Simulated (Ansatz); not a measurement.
# C: the cost of one run

Program: Ansatz 0.2.0. Level of theory: DFT r2SCAN, scalar-relativistic, plane waves, PAW. These are calculated values, not measurements.

**1. The system as given**

The structure is cubic, space group Im-3m (No. 229). Conventional cell: a = 4.843 Å, b = 4.843 Å, c = 4.843 Å, α = 90.00°, β = 90.00°, γ = 90.00°. C (site symmetry 3m) is surrounded by 4 C at 1.47 to 1.58 Å.

As a file:

```cif
data_structure
_symmetry_space_group_name_H-M 'P 1'
_symmetry_Int_Tables_number 1
_cell_length_a 4.1945
_cell_length_b 4.1945
_cell_length_c 4.1945
_cell_angle_alpha 109.471
_cell_angle_beta 109.471
_cell_angle_gamma 109.471
_cell_volume 56.81
loop_
_atom_site_label
_atom_site_type_symbol
_atom_site_fract_x
_atom_site_fract_y
_atom_site_fract_z
_atom_site_occupancy
C1 C 0.32531 0.00000 0.00000 1
C2 C 0.67469 0.67469 0.67469 1
C3 C 0.00000 0.32531 0.00000 1
C4 C 0.00000 0.00000 0.32531 1
C5 C 0.00000 0.67469 0.00000 1
C6 C 0.32531 0.32531 0.32531 1
C7 C 0.67469 0.00000 0.00000 1
C8 C 0.00000 0.00000 0.67469 1
```

Source of the structure: the Materials Project (structure only).

(A quick probe on a coarse mesh, which set the mesh and smearing, is not shown.)

**3. The relaxation**

Input file input.yaml:

```yaml
crystal:
  lattice:
    - [-2.4217198476, 2.4217198476, 2.4217198476]
    - [2.4217198476, -2.4217198476, 2.4217198476]
    - [2.4217198476, 2.4217198476, -2.4217198476]
  atoms:
    - { symbol: C, position: [0.32530696, 0.0, 0.0] }
    - { symbol: C, position: [0.67469304, 0.67469304, 0.67469304] }
    - { symbol: C, position: [0.0, 0.32530696, 0.0] }
    - { symbol: C, position: [0.0, 0.0, 0.32530696] }
    - { symbol: C, position: [0.0, 0.67469304, 0.0] }
    - { symbol: C, position: [0.32530696, 0.32530696, 0.32530696] }
    - { symbol: C, position: [0.67469304, 0.0, 0.0] }
    - { symbol: C, position: [0.0, 0.0, 0.67469304] }
basis:
  ecutwfc: 500
kpoints:
  mp_grid: { grid: [8, 8, 8] }
hamiltonian:
  xc: r2scan
scf:
  occupations: { method: gaussian, width: 0.02 }
output:
  forces: true
  stress: true
  eigenvalues: true
  write_density: true
  write_potential: true
  elf: true
  volumetric_format: npy
relax:
  adjacent_minimum: "off"
  f_tol: 0.005
  max_steps: 80
  cell: { stress_tol: 0.05 }
```

Launch:

```sh
$ ansatz run input.yaml --threads 2 --pin off --max-ram 5120MiB --backend cpu --events-out ev --progress --plain --runs-dir out
```

What time and memory should one allow on 2 threads of Arm Neoverse V2, shared host?

About 9.6 s, with a peak of 0.48 GiB.
